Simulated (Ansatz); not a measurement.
**C₄H₆F₄: small, medium and large basis sets**

The task here is to estimate one member of a computed series from the others.

The runs use Ansatz 0.2.0, Gaussian basis; one geometry, several basis sets.

The runs, in order: PBE0-D4/def2-SVP; ωB97M-V/def2-SVP; PBE0-D4/def2-QZVPP; ωB97M-V/def2-QZVPP; the functionals' def2-TZVPP values are taken from earlier runs.

## The geometry

The geometry comes from an earlier relaxation with PBE0-D4 in a triple-zeta def2 set; it is a stationary point, not always the lowest conformer.

SMILES `FCC(F)CC(F)F`, 14 atoms, charge 0, spin multiplicity 1.

Atoms are counted from 1 here; the program's logs count them from 0.

Bond lengths: F1–C2 1.375 Å, C2–C3 1.504 Å, C2–H9 1.095 Å, C2–H10 1.095 Å, C3–F4 1.388 Å, C3–C5 1.513 Å, C3–H11 1.095 Å, C5–C6 1.506 Å, C5–H12 1.093 Å, C5–H13 1.093 Å, C6–F7 1.357 Å, C6–F8 1.360 Å, C6–H14 1.093 Å. Angles: F1–C2–C3 110.4°, F1–C2–H9 108.4°, F1–C2–H10 108.3°, C3–C2–H9 109.9°, C3–C2–H10 110.2°, H9–C2–H10 109.6°, C2–C3–F4 108.9°, C2–C3–C5 111.8°, C2–C3–H11 109.5°, F4–C3–C5 108.6°, F4–C3–H11 106.9°, C5–C3–H11 111.0°, C3–C5–C6 112.2°, C3–C5–H12 110.3°, C3–C5–H13 109.9°, C6–C5–H12 107.7°, C6–C5–H13 108.3°, H12–C5–H13 108.3° and more.

Coordinates:

```
F     0.9597    2.0235    2.0214
C     1.1917    0.9699    1.1697
C    -0.0575    0.6309    0.4033
F    -0.3501    1.6759   -0.4629
C     0.1052   -0.6366   -0.4060
C    -1.1492   -0.9987   -1.1568
F    -0.9281   -2.1138   -1.8984
F    -2.1467   -1.2893   -0.2792
H     1.5091    0.1077    1.7647
H     1.9927    1.2542    0.4800
H    -0.9003    0.5473    1.0969
H     0.3533   -1.4759    0.2493
H     0.9151   -0.5146   -1.1303
H    -1.5079   -0.2098   -1.8229
```

The first run:

Contents of in.yaml:

```yaml
crystal:
  periodic: [false, false, false]
  atoms:
    - {symbol: F, position_ang: [0.959745, 2.023476, 2.021396]}
    - {symbol: C, position_ang: [1.191650, 0.969878, 1.169681]}
    - {symbol: C, position_ang: [-0.057457, 0.630904, 0.403291]}
    - {symbol: F, position_ang: [-0.350078, 1.675866, -0.462902]}
    - {symbol: C, position_ang: [0.105216, -0.636617, -0.406038]}
    - {symbol: C, position_ang: [-1.149166, -0.998731, -1.156840]}
    - {symbol: F, position_ang: [-0.928130, -2.113762, -1.898442]}
    - {symbol: F, position_ang: [-2.146654, -1.289268, -0.279167]}
    - {symbol: H, position_ang: [1.509126, 0.107701, 1.764735]}
    - {symbol: H, position_ang: [1.992683, 1.254184, 0.480042]}
    - {symbol: H, position_ang: [-0.900254, 0.547341, 1.096936]}
    - {symbol: H, position_ang: [0.353342, -1.475857, 0.249274]}
    - {symbol: H, position_ang: [0.915053, -0.514634, -1.130317]}
    - {symbol: H, position_ang: [-1.507876, -0.209781, -1.822948]}
basis:
  gaussian: {orbitals: def2-SVP}
hamiltonian: {xc: pbe0, dispersion: d4}
output: {orbitals: {seedname: orbitals}}
```

On the command line:

```sh
ansatz run in.yaml --threads 2 --pin off --events-out ev --progress --plain --max-ram 32768MiB --backend cpu
```

Among the steps run: PBE0-D4 in def2-SVP; ωB97M-V in def2-SVP; PBE0-D4 in def2-QZVPP; ωB97M-V in def2-QZVPP.

One table of the session follows, with a row left open; its other results are not shown here.

It belongs to the step «Functionals by basis». 

```
functional       basis  HOMO (eV)  LUMO (eV)
   PBE0-D4    def2-SVP      -9.34       1.60
   PBE0-D4  def2-TZVPP      -9.50       1.08
   PBE0-D4  def2-QZVPP      -9.54       0.61
   ωB97M-V    def2-SVP     -11.72       3.27
   ωB97M-V  def2-TZVPP          ?          ?
   ωB97M-V  def2-QZVPP     -11.95       1.75
```

Q: Estimate the row for ωB97M-V, def2-TZVPP from the others.

**Answer.** HOMO (eV): -11.90; LUMO (eV): 2.52. In the column «HOMO (eV)» it lies between ωB97M-V, def2-QZVPP (-11.95) and ωB97M-V, def2-SVP (-11.72).
